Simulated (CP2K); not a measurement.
# C2H4BFO (SMILES C=C(F)BO): GFN0-xTB

Aim: the energy change on altering one bond length of C2H4BFO at GFN0-xTB, from 2 runs. 

The calculation is run with CP2K 2026.2.

1 further run of the same task is left out (set aside as unsound or not needed).

## Step 1: The structure to begin with

The species is C2H4BFO (9 atoms), meant as a singlet with charge 0. As SMILES, `C=C(F)BO`. Geometry: relaxed at GFN2-xTB. This is one conformer, not always the lowest.

Bond lengths: C1–C2 1.326 Å, C2–F3 1.376 Å, C2–B4 1.577 Å, B4–O5 1.324 Å, C1–H6 1.073 Å, C1–H7 1.078 Å, B4–H8 1.170 Å, O5–H9 0.962 Å. Angles: C1–C2–F3 117.0°, C1–C2–B4 129.2°, F3–C2–B4 113.9°, C2–B4–O5 121.0°, C2–C1–H6 119.8°, C2–C1–H7 122.3°, C2–B4–H8 121.1°, O5–B4–H8 118.0°, B4–O5–H9 116.1°, H6–C1–H7 117.9°.

## Step 2: Energy and forces at GFN0-xTB

run.inp

```
&FORCE_EVAL
  METHOD QS
  &DFT
    &QS
      METHOD XTB
      EPS_DEFAULT 1.0E-10
      &XTB
        GFN_TYPE 0
        CHECK_ATOMIC_CHARGES F
      &END XTB
    &END QS
    &POISSON
      PERIODIC NONE
      POISSON_SOLVER ANALYTIC
    &END POISSON
    &SCF
      SCF_GUESS ATOMIC
      EPS_SCF 1.0E-06
      MAX_SCF 150
      ADDED_MOS 2
      &DIAGONALIZATION
        ALGORITHM STANDARD
      &END DIAGONALIZATION
      &MIXING
        METHOD DIRECT_P_MIXING
        ALPHA 0.4
      &END MIXING
      &SMEAR ON
        METHOD FERMI_DIRAC
        ELECTRONIC_TEMPERATURE [K] 300
      &END SMEAR
    &END SCF
    &PRINT
      &MOMENTS
        PERIODIC F
        REFERENCE COM
        MAX_MOMENT 1
      &END MOMENTS
      &MO ON
        ENERGIES T
        OCCUPATION_NUMBERS T
        NDIGITS 6
        &EACH
          QS_SCF 0
        &END EACH
        ADD_LAST NUMERIC
      &END MO
      &HIRSHFELD OFF
      &END HIRSHFELD
    &END PRINT
  &END DFT
  &SUBSYS
    &CELL
      ABC 12.3 10.1 11.4
      PERIODIC NONE
    &END CELL
    &COORD
      SCALED T
      C    0.39714065   0.54571089   0.57116009
      C    0.49174878   0.53476040   0.51618728
      F    0.57906667   0.59936832   0.56526886
      B    0.52012033   0.45675743   0.40037763
      O    0.62034390   0.45600297   0.35798289
      H    0.32655041   0.49718119   0.53628991
      H    0.38787967   0.60228416   0.65067237
      H    0.45337317   0.39771584   0.34932763
      H    0.67344959   0.50542277   0.40182149
    &END COORD
  &END SUBSYS
  &PRINT
    &FORCES ON
    &END FORCES
  &END PRINT
&END FORCE_EVAL

&GLOBAL
  PROJECT run
  RUN_TYPE ENERGY_FORCE
  PRINT_LEVEL MEDIUM
&END GLOBAL
```

Command:

```
OMP_NUM_THREADS=1 cp2k.psmp -i run.inp -o run.out
```

The log of the run:

```text
CP2K| version string:                                       CP2K version 2026.2
[...]
 GLOBAL| Method name                                                        CP2K
[...]
 GLOBAL| Run type                                                   ENERGY_FORCE
[...]
                             - Atoms:                                          9
[...]
                             - Spherical basis functions:                     28
[...]
 Number of electrons:                                                         28
[...]
  Fermi energy:                                                -0.30979659106350
[...]
 TB_DIPOLE| Moment [Debye]          0.04306285      -0.76055695      -1.15333527
 TB_DIPOLE| Derivative [a.u.]       0.00000000       0.00000000       0.00000000
[...]
 ENERGY| Total FORCE_EVAL ( QS ) energy [hartree]            -14.900959399528380
 FORCES| Atomic forces [hartree/bohr]
 FORCES|   Atom     x               y               z               |f|
 FORCES|      1  1.23768575E-02 -4.12125232E-05 -5.04735350E-03   1.33665283E-02
 FORCES|      2  1.68783954E-02  2.90612613E-03 -2.21458377E-03   1.72693423E-02
 FORCES|      3 -2.37000907E-02 -1.59462050E-02 -1.46195386E-02   3.20890427E-02
 FORCES|      4  7.92719312E-03  1.37754176E-02  1.76824406E-02   2.37754332E-02
 FORCES|      5  2.14373106E-03  4.17330542E-03  5.40402528E-03   7.15650405E-03
 FORCES|      6 -3.93881887E-03 -1.47298772E-03 -6.07266575E-04   4.24885392E-03
 FORCES|      7 -1.37639285E-03  1.40269527E-03  2.64140117E-03   3.29226539E-03
 FORCES|      8 -7.40788651E-03 -1.77828157E-03  1.78646471E-04   7.62043191E-03
 FORCES|      9 -2.90298824E-03 -3.01885761E-03 -3.41777098E-03   5.40573774E-03
 FORCES| Sum    -6.46184495E-17 -1.86482774E-16 -6.02816408E-17
 FORCES| Total atomic force                                       2.06361927E-16
[...]
```

Run time: 0.42 s. Hardware: 1 thread of Arm Neoverse N1, shared host; peak memory 0.14 GiB.

## Step 3: The distorted shape, same level

gas.inp

```
&GLOBAL
 PROJECT_NAME gas
 RUN_TYPE ENERGY_FORCE
 PRINT_LEVEL MEDIUM
&END GLOBAL

&FORCE_EVAL
 METHOD QUICKSTEP
 &DFT
  &QS
   METHOD XTB
   EPS_DEFAULT 1.0E-10
   &XTB
    GFN_TYPE 0
    CHECK_ATOMIC_CHARGES F
   &END XTB
  &END QS
  &POISSON
   PERIODIC NONE
   POISSON_SOLVER ANALYTIC
  &END POISSON
  &SCF
   SCF_GUESS ATOMIC
   EPS_SCF 1.0E-06
   MAX_SCF 150
   ADDED_MOS 2
   &DIAGONALIZATION
    ALGORITHM STANDARD
   &END DIAGONALIZATION
   &MIXING
    METHOD DIRECT_P_MIXING
    ALPHA 0.4
   &END MIXING
   &SMEAR ON
    METHOD FERMI_DIRAC
    ELECTRONIC_TEMPERATURE [K] 300
   &END SMEAR
  &END SCF
  &PRINT
   &MOMENTS
    PERIODIC F
    REFERENCE COM
    MAX_MOMENT 1
   &END MOMENTS
   &MO ON
    ENERGIES T
    OCCUPATION_NUMBERS T
    NDIGITS 6
    &EACH
     QS_SCF 0
    &END EACH
    ADD_LAST NUMERIC
   &END MO
   &HIRSHFELD OFF
   &END HIRSHFELD
  &END PRINT
 &END DFT
 &SUBSYS
  &CELL
   ABC 12.5 10.1 11.6
   PERIODIC NONE
  &END CELL
  &COORD
   SCALED T
   C    0.38947640   0.54680599   0.57533603
   C    0.50119080   0.53366530   0.51050534
   F    0.58711160   0.59827322   0.55874069
   B    0.52910840   0.45566233   0.39669241
   O    0.62772840   0.45490787   0.35502862
   H    0.32001560   0.49827629   0.54106707
   H    0.38036360   0.60337926   0.65347741
   H    0.46342920   0.39662074   0.34652259
   H    0.67998440   0.50432767   0.39811138
  &END COORD
 &END SUBSYS
 &PRINT
  &FORCES ON
  &END FORCES
 &END PRINT
&END FORCE_EVAL
```

Command:

```
OMP_NUM_THREADS=1 cp2k.psmp -i gas.inp > gas.out 2>&1
```

The log of the run:

```text
CP2K| version string:                                       CP2K version 2026.2
[...]
 GLOBAL| Method name                                                        CP2K
[...]
 GLOBAL| Run type                                                   ENERGY_FORCE
[...]
                             - Atoms:                                          9
[...]
                             - Spherical basis functions:                     28
[...]
 Number of electrons:                                                         28
[...]
  Fermi energy:                                                -0.35025916879228
[...]
 TB_DIPOLE| Moment [Debye]          1.16527684      -0.60686005      -1.36364145
 TB_DIPOLE| Derivative [a.u.]       0.00000000       0.00000000       0.00000000
[...]
 ENERGY| Total FORCE_EVAL ( QS ) energy [hartree]            -14.853717980082314
 FORCES| Atomic forces [hartree/bohr]
 FORCES|   Atom     x               y               z               |f|
 FORCES|      1  1.14851530E-01 -8.16257852E-03 -5.77426579E-02   1.28808836E-01
 FORCES|      2 -7.23475657E-02  1.98774390E-02  5.86185179E-02   9.52124650E-02
 FORCES|      3 -4.45979075E-02 -2.42795556E-02 -1.89316603E-02   5.41929695E-02
 FORCES|      4  3.59422612E-03  1.39093202E-02  1.96232640E-02   2.43199535E-02
 FORCES|      5  9.93526782E-04  5.16931948E-03  7.32605500E-03   9.02108869E-03
 FORCES|      6  2.37485350E-03 -2.16674002E-03 -4.17242398E-03   5.26723963E-03
 FORCES|      7  5.45356155E-03  4.31252824E-04 -1.51629477E-03   5.67683560E-03
 FORCES|      8 -7.42778055E-03 -1.74392984E-03  2.37348581E-04   7.63344938E-03
 FORCES|      9 -2.89444423E-03 -3.03452756E-03 -3.44214860E-03   5.42536191E-03
 FORCES| Sum    -2.64545330E-17 -2.68014777E-16 -5.55111512E-17
 FORCES| Total atomic force                                       2.74978637E-16
[...]
```

It took 0.41 s on 1 thread of Arm Neoverse N1, shared host; peak memory 0.14 GiB.

## Step 4: What came out

At GFN0-xTB:

```
                                                         quantity         value
                                        first shape: total energy  -14.90096 Eh
           first shape: dipole moment (from atomic charges alone)        1.38 D
                                         first shape: HOMO energy     -11.41 eV
                                         first shape: LUMO energy      -7.53 eV
                                       first shape: HOMO–LUMO gap       3.88 eV
                                   first shape: dispersion energy  -4.65 kJ/mol
                            first shape: largest force on an atom    1.650 eV/Å
                                    distorted shape: total energy  -14.85372 Eh
       distorted shape: dipole moment (from atomic charges alone)        1.89 D
                                     distorted shape: HOMO energy     -10.98 eV
                                     distorted shape: LUMO energy      -8.64 eV
                                   distorted shape: HOMO–LUMO gap       2.35 eV
                               distorted shape: dispersion energy  -4.54 kJ/mol
                        distorted shape: largest force on an atom    6.624 eV/Å
energy change with the C1–C2 bond stretched from 1.326 to 1.592 Å      1.286 eV
```

What this shows: With the C1–C2 bond stretched from 1.326 to 1.592 Å the energy rises by 1.29 eV (124 kJ/mol). The first shape isn't relaxed at this level, so the change isn't measured from a minimum. The largest force (first shape) is 1.65 eV/Å: the shape isn't a stationary point for this species at this level. The dipole (first shape) comes from point charges on the atoms alone, without atomic dipoles, so it is partial. The dipole (distorted shape) comes from point charges on the atoms alone, without atomic dipoles, so it is partial.
